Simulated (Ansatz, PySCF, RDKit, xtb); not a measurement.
# Isomers of Si2N2H7Cl, a sample narrowed down, part 2 of 2

Which of a sample of isomers of Si2N2H7Cl is the most stable in the gas at 298.15 K, and what are its properties? The sample is small against all isomers, and the most stable one of this formula need not be in it.

xtb, Ansatz and PySCF; isolated molecules.

## (9) The final energy

Each finalist gets a single point at CCSD(T)/def2-SVP + MP2/def2-TZVPP - MP2/def2-SVP.

c497a, CCSD(T)/def2-SVP:

The input, input.yaml:

```yaml
crystal:
  periodic: [false, false, false]
  atoms:
    - {symbol: Cl, position_ang: [-0.068064, 3.310692, -1.348080]}
    - {symbol: "N", position_ang: [-2.290377, 1.355691, 0.041540]}
    - {symbol: "N", position_ang: [0.410583, 0.586376, -0.156666]}
    - {symbol: Si, position_ang: [-0.888060, 1.406987, -0.960217]}
    - {symbol: Si, position_ang: [2.100330, 1.066877, -0.000995]}
    - {symbol: H, position_ang: [-2.234953, 1.698717, 1.004405]}
    - {symbol: H, position_ang: [-3.205056, 1.559854, -0.369242]}
    - {symbol: H, position_ang: [-1.318710, 0.874743, -2.291644]}
    - {symbol: H, position_ang: [0.165429, -0.313300, 0.268770]}
    - {symbol: H, position_ang: [2.296027, 2.255915, 0.899269]}
    - {symbol: H, position_ang: [2.731686, 1.369606, -1.330735]}
    - {symbol: H, position_ang: [2.799449, -0.114836, 0.616869]}
basis:
  gaussian:
    orbitals: def2-SVP
correlation:
  method: ccsd_t
  frozen_orbitals: {Cl: 5, Si: 5, H: 0, "N": 1}
```

Command:

```
ansatz run input.yaml --threads 2 --pin off --max-ram 5220MiB --events-out events.jsonl --progress --plain --runs-dir runs
```

The log of the run (excerpt; [...] marks lines left out):

```text
Warning: RAYON_NUM_THREADS=2 ignored (pool sized by the plan → 2); use --threads N
Functional definition: HF
  name "HF"
[...]
1137 factors; integrals over basis functions are off by at most 1.2e-3 eV
[...]
mean field -31294.95051601 eV, -1150.0682189841 hartree, gradient 1.6e-6 eV, S^2 0.000000; 0 other end points of the search recorded, 0 dependent functions left out
17 core orbitals not correlated: weight in the atoms' cores, before any rotation towards them, 1.000 or more for the frozen orbitals, at most 0.000 for the correlated occupied ones
reference -31294.95051601 eV, -1150.0682189841 hartree; 16, 16 occupied and 84, 84 virtual orbitals, 1137 factors
second order -18.19141120 eV of doubles, -0.00000000 eV of singles
cycle   1  -19.25365203 eV  change    -1.1e0 eV  update   9.4e-2
[...]
cycle   8  -19.84837510 eV  change   -7.0e-6 eV  update   3.5e-5
perturbative correction -0.49389620 eV, -0.0181503505 hartree
Total energy: -31315.29278731 eV, -1150.8157836659 hartree
```

Wall time 7.5 s (2 threads of Intel Xeon Platinum 8488C (Sapphire Rapids), shared host); peak memory 0.57 GiB.

## (10) c497a at MP2/def2-TZVPP

input.yaml: that of step 9 with these lines changed.

```diff
@@ -4,4 +4,4 @@
     - {symbol: Cl, position_ang: [-0.068064, 3.310692, -1.348080]}
-    - {symbol: "N", position_ang: [-2.290377, 1.355691, 0.041540]}
-    - {symbol: "N", position_ang: [0.410583, 0.586376, -0.156666]}
+    - {symbol: N, position_ang: [-2.290377, 1.355691, 0.041540]}
+    - {symbol: N, position_ang: [0.410583, 0.586376, -0.156666]}
     - {symbol: Si, position_ang: [-0.888060, 1.406987, -0.960217]}
@@ -17,5 +17,5 @@
   gaussian:
-    orbitals: def2-SVP
+    orbitals: def2-TZVPP
 correlation:
-  method: ccsd_t
+  method: mp2
   frozen_orbitals: {Cl: 5, Si: 5, H: 0, "N": 1}
```

Command:

```
ansatz run input.yaml --threads 2 --pin off --max-ram 5220MiB --events-out events.jsonl --progress --plain --runs-dir runs
```

The log of the run (excerpt; [...] marks lines left out):

```text
Warning: RAYON_NUM_THREADS=2 ignored (pool sized by the plan → 2); use --threads N
Functional definition: HF
  name "HF"
[...]
1654 factors; integrals over basis functions are off by at most 1.0e-3 eV
[...]
mean field -31308.74332478 eV, -1150.5750953572 hartree, gradient 3.4e-6 eV, S^2 0.000000; 0 other end points of the search recorded, 0 dependent functions left out
17 core orbitals not correlated: weight in the atoms' cores, before any rotation towards them, 1.000 or more for the frozen orbitals, at most 0.000 for the correlated occupied ones
reference -31308.74332478 eV, -1150.5750953572 hartree; 16, 16 occupied and 253, 253 virtual orbitals, 1654 factors
second order -23.52203847 eV of doubles, -0.00000000 eV of singles
Total energy: -31332.26536325 eV, -1151.4395143274 hartree
```

Wall time 7.2 s (2 threads of Intel Xeon Platinum 8488C (Sapphire Rapids), shared host); peak memory 0.77 GiB.

## (11) c679d at CCSD(T)/def2-SVP

The input, input.yaml:

```yaml
crystal:
  periodic: [false, false, false]
  atoms:
    - symbol: Cl
      position_ang: [-2.886292, 0.541569, -2.283569]
    - symbol: "N"
      position_ang: [0.868176, -0.706792, -1.013532]
    - symbol: "N"
      position_ang: [-0.292410, 1.911051, -1.022454]
    - symbol: Si
      position_ang: [0.432378, 0.652487, -0.022308]
    - symbol: Si
      position_ang: [-1.999635, 2.137090, -1.233433]
    - symbol: H
      position_ang: [0.128402, -1.218590, -1.503129]
    - symbol: H
      position_ang: [1.610135, -1.339800, -0.705808]
    - symbol: H
      position_ang: [1.715105, 1.107261, 0.615760]
    - symbol: H
      position_ang: [-0.613838, 0.431831, 1.042136]
    - symbol: H
      position_ang: [0.283435, 2.213642, -1.817500]
    - symbol: H
      position_ang: [-2.236834, 3.376692, -2.040643]
    - symbol: H
      position_ang: [-2.672810, 2.181571, 0.101132]
basis:
  gaussian:
    orbitals: def2-SVP
correlation:
  method: ccsd_t
  frozen_orbitals: {Cl: 5, Si: 5, H: 0, "N": 1}
```

Command:

```
ansatz run input.yaml --threads 2 --pin off --max-ram 5220MiB --events-out events.jsonl --progress --plain --runs-dir runs
```

The log of the run (excerpt; [...] marks lines left out):

```text
Warning: RAYON_NUM_THREADS=2 ignored (pool sized by the plan → 2); use --threads N
Functional definition: HF
  name "HF"
[...]
1138 factors; integrals over basis functions are off by at most 1.2e-3 eV
[...]
mean field -31294.85251930 eV, -1150.0646176712 hartree, gradient 1.8e-6 eV, S^2 0.000000; 0 other end points of the search recorded, 0 dependent functions left out
17 core orbitals not correlated: weight in the atoms' cores, before any rotation towards them, 1.000 or more for the frozen orbitals, at most 0.000 for the correlated occupied ones
reference -31294.85251930 eV, -1150.0646176712 hartree; 16, 16 occupied and 84, 84 virtual orbitals, 1138 factors
second order -18.18536138 eV of doubles, -0.00000000 eV of singles
cycle   1  -19.24799595 eV  change    -1.1e0 eV  update   9.5e-2
[...]
cycle   9  -19.84414954 eV  change   -2.4e-6 eV  update   1.4e-5
perturbative correction -0.49549654 eV, -0.0182091621 hartree
Total energy: -31315.19216538 eV, -1150.8120858781 hartree
```

Run time: 7.5 s. Hardware: 2 threads of Intel Xeon Platinum 8488C (Sapphire Rapids), shared host; peak memory 0.57 GiB.

## (12) The ranking

Energies in kcal/mol from c497a; G adds the thermal terms to the CCSD(T)/def2-SVP + MP2/def2-TZVPP - MP2/def2-SVP energy. The columns left of the relaxed level are at the tight-binding geometries.

| label | SMILES | spin | GFN2-xTB | HF/STO-3G | r2SCAN-D4/def2-SVP | PBE-D3(BJ)/def2-SVP | HF/def2-SVP | MP2/def2-SVP | CCSD(T)/def2-SVP + MP2/def2-TZVPP - MP2/def2-SVP | G | share at equilibrium | T1 |
| --- | --- | --- | --- | --- | --- | --- | --- | --- | --- | --- | --- | --- |
| c497a | N[Si@@H](Cl)N[SiH3] | singlet | 0.0 | 0.0 | 0.0 | 0.0 | 0.0 | 0.0 | 0.0 | 0.0 | 97.2 % | 0.010 |
| c679d | N[SiH2]N[SiH2]Cl | singlet | -2.3 | 5.0 | 4.9 | 2.1 | 2.3 | 2.4 | 1.6 | 2.1 | 2.8 % | 0.011 |
| c377a | NN([SiH3])[SiH2]Cl | singlet | 34.3 | 38.1 | 54.5 | 51.3 | 57.4 | 56.1 | 59.3 | 58.4 | < 0.1 % | 0.011 |

Lowest found: c497a, `N[Si@@H](Cl)N[SiH3]`, a singlet. Bond lengths: Cl1–Si4 2.109 Å, N2–Si4 1.724 Å, N3–Si4 1.734 Å, N3–Si5 1.764 Å, N2–H6 1.024 Å, N2–H7 1.023 Å, Si4–H8 1.497 Å, N3–H9 1.025 Å, Si5–H10 1.504 Å, Si5–H11 1.503 Å, Si5–H12 1.506 Å. Some angles: Cl1–Si4–N2 116.7°, Cl1–Si4–N3 102.8°, N2–Si4–N3 109.0°, Si4–N3–Si5 129.0°, Cl1–Si4–H8 105.6°, N2–Si4–H8 105.8°, N3–Si4–H8 117.3°, Si4–N2–H6 119.5°, Si4–N2–H7 119.2°, Si4–N3–H9 115.4°.

```xyz
12

Cl   -0.0681    3.3107   -1.3481
N    -2.2904    1.3557    0.0415
N     0.4106    0.5864   -0.1567
Si   -0.8881    1.4070   -0.9602
Si    2.1003    1.0669   -0.0010
H    -2.2350    1.6987    1.0044
H    -3.2051    1.5599   -0.3692
H    -1.3187    0.8747   -2.2916
H     0.1654   -0.3133    0.2688
H     2.2960    2.2559    0.8993
H     2.7317    1.3696   -1.3307
H     2.7994   -0.1148    0.6169
```

## (13) Density, orbitals and dipole (PBE0/def2-SVPD)

The input, input.yaml:

```yaml
crystal:
  periodic: [false, false, false]
  atoms:
    - {symbol: Cl, position_ang: [-0.068064, 3.310692, -1.348080]}
    - {symbol: N, position_ang: [-2.290377, 1.355691, 0.041540]}
    - {symbol: "N", position_ang: [0.410583, 0.586376, -0.156666]}
    - {symbol: Si, position_ang: [-0.888060, 1.406987, -0.960217]}
    - {symbol: Si, position_ang: [2.100330, 1.066877, -0.000995]}
    - {symbol: H, position_ang: [-2.234953, 1.698717, 1.004405]}
    - {symbol: H, position_ang: [-3.205056, 1.559854, -0.369242]}
    - {symbol: H, position_ang: [-1.318710, 0.874743, -2.291644]}
    - {symbol: H, position_ang: [0.165429, -0.313300, 0.268770]}
    - {symbol: H, position_ang: [2.296027, 2.255915, 0.899269]}
    - {symbol: H, position_ang: [2.731686, 1.369606, -1.330735]}
    - {symbol: H, position_ang: [2.799449, -0.114836, 0.616869]}
basis:
  gaussian:
    orbitals: def2-SVPD
hamiltonian:
  xc: pbe0
output: {forces: true, orbitals: {seedname: orbitals}}
```

Command:

```
ansatz run input.yaml --threads 2 --pin off --max-ram 5220MiB --events-out events.jsonl --progress --plain --runs-dir runs
```

The log of the run (excerpt; [...] marks lines left out):

```text
Warning: RAYON_NUM_THREADS=2 ignored (pool sized by the plan → 2); use --threads N
Functional definition: PBE0
  name "PBE0"
[...]
1646 factors; integrals over basis functions are off by at most 1.1e-3 eV
[...]
mean field -31350.69448579 eV, -1152.1167720887 hartree, gradient 3.2e-5 eV, S^2 0.000000; 0 other end points of the search recorded, 0 dependent functions left out
[...]
Atom 7 at    -1.318710     0.874743    -2.291644 Å, force     0.106204     0.105844     0.188819 eV/Å
Atom 8 at     0.165429    -0.313300     0.268770 Å, force     0.115640     0.407809    -0.193170 eV/Å
Atom 9 at     2.296027     2.255915     0.899269 Å, force    -0.079265    -0.165993    -0.136109 eV/Å
Atom 10 at     2.731686     1.369606    -1.330735 Å, force    -0.130884    -0.046125     0.173073 eV/Å
Atom 11 at     2.799449    -0.114836     0.616869 Å, force    -0.099782     0.156955    -0.086191 eV/Å
Dipole moment:    -0.372670    -0.283503     0.246876 e Å
```

Run time: 5.1 s. Hardware: 2 threads of Intel Xeon Platinum 8488C (Sapphire Rapids), shared host; peak memory 0.5 GiB.

## (14) Electronic excitations (TD-PBE0/def2-SVPD)

An in-house driver calls PySCF's response routines at TD-PBE0/def2-SVPD; it has no typed input.

The log of the run:

```text
coarse grid: 11336 points
cycle   1  E = -1151.9318612648  dE =  1.411e-01  |g| = 5.281e-01  |ddm| = 4.164e+00
cycle   2  E = -1151.8832361159  dE =  4.863e-02  |g| = 7.024e-01  |ddm| = 1.549e+00
cycle   3  E = -1151.9934660957  dE = -1.102e-01  |g| = 7.162e-02  |ddm| = 8.403e-01
cycle   4  E = -1151.9947166557  dE = -1.251e-03  |g| = 2.592e-02  |ddm| = 1.424e-01
cycle   5  E = -1151.9948911544  dE = -1.745e-04  |g| = 6.085e-03  |ddm| = 4.322e-02
cycle   6  E = -1151.9948988342  dE = -7.680e-06  |g| = 2.413e-03  |ddm| = 9.304e-03
final grid: 95192 points
cycle   7  E = -1152.1168383775  dE = -9.626e-06  |g| = 7.965e-03  |ddm| = 4.982e-02
cycle   8  E = -1152.1168213435  dE =  1.703e-05  |g| = 1.190e-02  |ddm| = 2.228e-02
cycle   9  E = -1152.1168525041  dE = -3.116e-05  |g| = 2.593e-04  |ddm| = 1.352e-02
cycle  10  E = -1152.1168525215  dE = -1.734e-08  |g| = 1.013e-04  |ddm| = 6.273e-04
cycle  11  E = -1152.1168525243  dE = -2.836e-09  |g| = 2.539e-05  |ddm| = 2.075e-04
cycle  12  E = -1152.1168525245  dE = -1.869e-10  |g| = 6.975e-06  |ddm| = 5.928e-05
converged SCF energy = -1152.1168525245

Static polarisability (au): isotropic 83.525, principal 72.841 84.193 93.541

Singlet excitations
state   eV       nm        f      main configurations
  1   6.5307    189.8   0.00950   H->L 0.91
  2   7.0300    176.4   0.03449   H-1->L 0.75, H-1->L+1 0.18
  3   7.1838    172.6   0.00846   H->L+2 0.94
  4   7.2918    170.0   0.06075   H->L+1 0.85
  5   7.4922    165.5   0.00822   H-1->L+1 0.69, H-1->L 0.18
  6   7.5947    163.3   0.01323   H->L+3 0.71, H->L+4 0.21
  7   7.7157    160.7   0.00631   H->L+4 0.48, H->L+3 0.22, H->L+5 0.14
  8   7.8476    158.0   0.11282   H-1->L+2 0.64, H-1->L+3 0.09

Triplet excitations (Tamm-Dancoff, eV): 6.1838 6.6712 6.9701
```

It took 13 s on 2 threads of Intel Xeon Platinum 8488C (Sapphire Rapids), shared host; peak memory 0.72 GiB.

The roots found:

| excited state | energy (eV) | strength |
| --- | --- | --- |
| 1 | 6.531 | 0.0095 |
| 2 | 7.030 | 0.0345 |
| 3 | 7.184 | 0.0085 |
| 4 | 7.292 | 0.0607 |
| 5 | 7.492 | 0.0082 |
| 6 | 7.595 | 0.0132 |
| 7 | 7.716 | 0.0063 |
| 8 | 7.848 | 0.1128 |

## (15) NMR shieldings (GIAO PBE0/pcSseg-1)

An in-house driver calls PySCF's response routines at GIAO PBE0/pcSseg-1; it has no typed input.

The log of the run:

```text
coarse grid: 11336 points
cycle   1  E = -1152.3630505172  dE =  1.771e-01  |g| = 5.588e-01  |ddm| = 3.084e+00
cycle   2  E = -1152.3164988500  dE =  4.655e-02  |g| = 7.333e-01  |ddm| = 9.980e-01
cycle   3  E = -1152.4292529404  dE = -1.128e-01  |g| = 7.118e-02  |ddm| = 6.056e-01
cycle   4  E = -1152.4303866358  dE = -1.134e-03  |g| = 2.790e-02  |ddm| = 1.043e-01
cycle   5  E = -1152.4305510051  dE = -1.644e-04  |g| = 5.833e-03  |ddm| = 2.981e-02
cycle   6  E = -1152.4305567130  dE = -5.708e-06  |g| = 2.988e-03  |ddm| = 6.683e-03
final grid: 95192 points
cycle   7  E = -1152.4516689607  dE = -1.446e-05  |g| = 8.832e-03  |ddm| = 1.358e-02
cycle   8  E = -1152.4516515989  dE =  1.736e-05  |g| = 1.266e-02  |ddm| = 1.432e-02
cycle   9  E = -1152.4516846933  dE = -3.309e-05  |g| = 5.003e-04  |ddm| = 8.531e-03
cycle  10  E = -1152.4516847230  dE = -2.975e-08  |g| = 1.351e-04  |ddm| = 5.461e-04
cycle  11  E = -1152.4516847270  dE = -3.952e-09  |g| = 5.055e-05  |ddm| = 1.840e-04
cycle  12  E = -1152.4516847274  dE = -4.729e-10  |g| = 1.840e-05  |ddm| = 4.569e-05
converged SCF energy = -1152.4516847274

GIAO shielding tensors (ppm)
atom      isotropic    diamagn.    paramagn.     s11        s22        s33       span
  0 Cl     866.370    1147.983    -281.613    771.291    819.303   1008.516    237.225
  1 N      218.014     317.404     -99.390    197.267    206.842    249.933     52.666
  2 N      242.425     326.537     -84.111    206.074    235.762    285.440     79.365
  3 Si     369.724     877.612    -507.888    331.699    361.579    415.893     84.193
  4 Si     405.973     878.106    -472.134    360.955    394.706    462.257    101.303
  5 H       29.869      30.384      -0.515     23.685     26.582     39.340     15.655
  6 H       29.814      27.557       2.257     23.633     25.267     40.543     16.909
  7 H       25.859      28.002      -2.142     22.451     23.398     31.729      9.278
  8 H       30.735      35.262      -4.526     21.747     27.886     42.573     20.826
  9 H       26.396      27.969      -1.573     22.823     24.867     31.498      8.675
 10 H       26.419      27.806      -1.386     23.001     24.828     31.429      8.428
 11 H       26.605      28.449      -1.844     23.327     24.664     31.823      8.496
```

Wall time 9.3 s (2 threads of Intel Xeon Platinum 8488C (Sapphire Rapids), shared host); peak memory 0.78 GiB.

Isotropic shieldings, averaged over atoms that the bond graph makes equivalent (absolute, not shifts):

| atoms | shielding (ppm) |
| --- | --- |
| Cl1 | 866.4 |
| N2 | 218.0 |
| N3 | 242.4 |
| Si4 | 369.7 |
| Si5 | 406.0 |
| H6, H7 | 29.84 |
| H8 | 25.86 |
| H9 | 30.74 |
| H10, H11, H12 | 26.47 |

## (16) The cation at the same geometry (PBE0/def2-SVPD)

input.yaml: that of step 13 with these lines changed.

```diff
@@ -18,4 +18,7 @@
     orbitals: def2-SVPD
+magnetization:
+  spin_polarized: true
+  initial_magnetization: 1
+total_charge: 1
 hamiltonian:
-  xc: pbe0
-output: {forces: true, orbitals: {seedname: orbitals}}
+  xc: {name: PBE0}
```

Command:

```
ansatz run input.yaml --threads 2 --pin off --max-ram 5220MiB --events-out events.jsonl --progress --plain --runs-dir runs
```

The log of the run (excerpt; [...] marks lines left out):

```text
Warning: RAYON_NUM_THREADS=2 ignored (pool sized by the plan → 2); use --threads N
Functional definition: PBE0
  name "PBE0"
[...]
1574 factors; their error is unknown
[...]
mean field -31341.08699954 eV, -1151.7637034814 hartree, gradient 1.1e-5 eV, S^2 0.758764; 5 other end points of the search recorded, 0 dependent functions left out
reference -31341.08704382 eV, -1151.7637051088 hartree; 33, 32 occupied and 138, 139 virtual orbitals, 1574 factors
Total energy: -31341.08704382 eV, -1151.7637051088 hartree
```

Run time: 16 s. Hardware: 2 threads of Intel Xeon Platinum 8488C (Sapphire Rapids), shared host; peak memory 0.71 GiB.

Difference from the parent: 9.61 eV.

## (17) The anion at the same geometry (PBE0/def2-SVPD)

input.yaml: that of step 16 with these lines changed.

```diff
@@ -1 +1,4 @@
+basis:
+  gaussian:
+    orbitals: def2-SVPD
 crystal:
@@ -4,4 +7,4 @@
     - {symbol: Cl, position_ang: [-0.068064, 3.310692, -1.348080]}
-    - {symbol: N, position_ang: [-2.290377, 1.355691, 0.041540]}
-    - {symbol: "N", position_ang: [0.410583, 0.586376, -0.156666]}
+    - {symbol: "N", position_ang: [-2.290377, 1.355691, 0.041540]}
+    - {symbol: N, position_ang: [0.410583, 0.586376, -0.156666]}
     - {symbol: Si, position_ang: [-0.888060, 1.406987, -0.960217]}
@@ -15,5 +18,3 @@
     - {symbol: H, position_ang: [2.799449, -0.114836, 0.616869]}
-basis:
-  gaussian:
-    orbitals: def2-SVPD
+total_charge: -1
 magnetization:
@@ -21,4 +22,5 @@
   initial_magnetization: 1
-total_charge: 1
 hamiltonian:
   xc: {name: PBE0}
+scf:
+  lower_state_search: "off"
```

Command:

```
ansatz run input.yaml --threads 2 --pin off --max-ram 5220MiB --events-out events.jsonl --progress --plain --runs-dir runs
```

The log of the run (excerpt; [...] marks lines left out):

```text
Warning: RAYON_NUM_THREADS=2 ignored (pool sized by the plan → 2); use --threads N
Functional definition: PBE0
  name "PBE0"
[...]
1574 factors; their error is unknown
[...]
mean field -31349.41032031 eV, -1152.0695798778 hartree, gradient 5.1e-6 eV, S^2 0.750737; 0 other end points of the search recorded, 0 dependent functions left out
reference -31349.41037289 eV, -1152.0695818101 hartree; 34, 33 occupied and 137, 138 virtual orbitals, 1574 factors
Total energy: -31349.41037289 eV, -1152.0695818101 hartree
Checks for a lower state left out: stability, starts, cluster_reference, orbital_swaps, neighbouring_geometries, increment
```

Wall time 6.6 s (2 threads of Intel Xeon Platinum 8488C (Sapphire Rapids), shared host); peak memory 0.6 GiB.

Parent less the species with the added electron: -1.28 eV. The extra electron isn't bound at this geometry, so the number measures the basis, not the molecule.

## (18) The triplet at the same geometry (PBE0/def2-SVPD)

input.yaml: that of step 17 with these lines changed.

```diff
@@ -1,4 +1 @@
-basis:
-  gaussian:
-    orbitals: def2-SVPD
 crystal:
@@ -18,9 +15,10 @@
     - {symbol: H, position_ang: [2.799449, -0.114836, 0.616869]}
-total_charge: -1
+basis:
+  gaussian:
+    orbitals: def2-SVPD
+total_charge: 0
 magnetization:
   spin_polarized: true
-  initial_magnetization: 1
+  initial_magnetization: 2
 hamiltonian:
-  xc: {name: PBE0}
-scf:
-  lower_state_search: "off"
+  xc: pbe0
```

Command:

```
ansatz run input.yaml --threads 2 --pin off --max-ram 5220MiB --events-out events.jsonl --progress --plain --runs-dir runs
```

The log of the run (excerpt; [...] marks lines left out):

```text
Warning: RAYON_NUM_THREADS=2 ignored (pool sized by the plan → 2); use --threads N
Functional definition: PBE0
  name "PBE0"
[...]
1574 factors; their error is unknown
[...]
mean field -31344.55200129 eV, -1151.8910399470 hartree, gradient 4.3e-5 eV, S^2 2.006499; 4 other end points of the search recorded, 0 dependent functions left out
reference -31344.55205469 eV, -1151.8910419096 hartree; 34, 32 occupied and 137, 139 virtual orbitals, 1574 factors
Total energy: -31344.55205469 eV, -1151.8910419096 hartree
```

Wall time 11 s (2 threads of Intel Xeon Platinum 8488C (Sapphire Rapids), shared host); peak memory 0.69 GiB.

It lies 6.14 eV above the singlet.

## (19) Summary of results

The summary covers parts 1 to 2.

| quantity | value |
| --- | --- |
| lowest structure found | N[Si@@H](Cl)N[SiH3], singlet |
| next finalist | N[SiH2]N[SiH2]Cl, singlet, 2.1 kcal/mol higher in G |
| share at equilibrium, among the finalists | 97.2 % |
| funnel | 12 starts, 9 minima at GFN2-xTB, 8 screening runs, 3 relaxed, 3 ranked |
| CPU time of all runs | 6.3 min |
| dipole moment (PBE0/def2-SVPD) | 2.54 D |
| HOMO energy (PBE0/def2-SVPD) | -7.75 eV |
| LUMO energy (PBE0/def2-SVPD) | 0.12 eV |
| HOMO–LUMO gap (PBE0/def2-SVPD) | 7.87 eV |
| lowest excitation (TD-PBE0/def2-SVPD) | 6.53 eV (f = 0.009) |
| strongest of the states computed, same level | 7.85 eV (f = 0.113) |
| lowest triplet excitation, same level, Tamm-Dancoff | 6.18 eV |
| vertical ionisation energy | 9.61 eV |
| vertical electron affinity | -1.28 eV (unbound: the value depends on the basis) |
| vertical triplet less singlet | +6.14 eV |

What this shows: `N[Si@@H](Cl)N[SiH3]` comes out lowest. The margin, 2.1 kcal/mol, is modest. HF/STO-3G, r2SCAN-D4/def2-SVP, PBE-D3(BJ)/def2-SVP, HF/def2-SVP and MP2/def2-SVP already put its bonding pattern lowest among the structures in one piece; GFN2-xTB favours the singlet N[SiH2]N[SiH2]Cl (c679a, not a finalist). The largest share of the time went into the relaxations (33 %). 3 minima inside the window were never screened. Lowest found is not proven lowest: the search is finite, and each finalist counts with one conformer. Only 3 drawn patterns were tried, so whole families of isomers are missing, and the result ranks this sample alone. The lowest isomer need not be the one that is made and kept in a bottle, which depends on barriers.
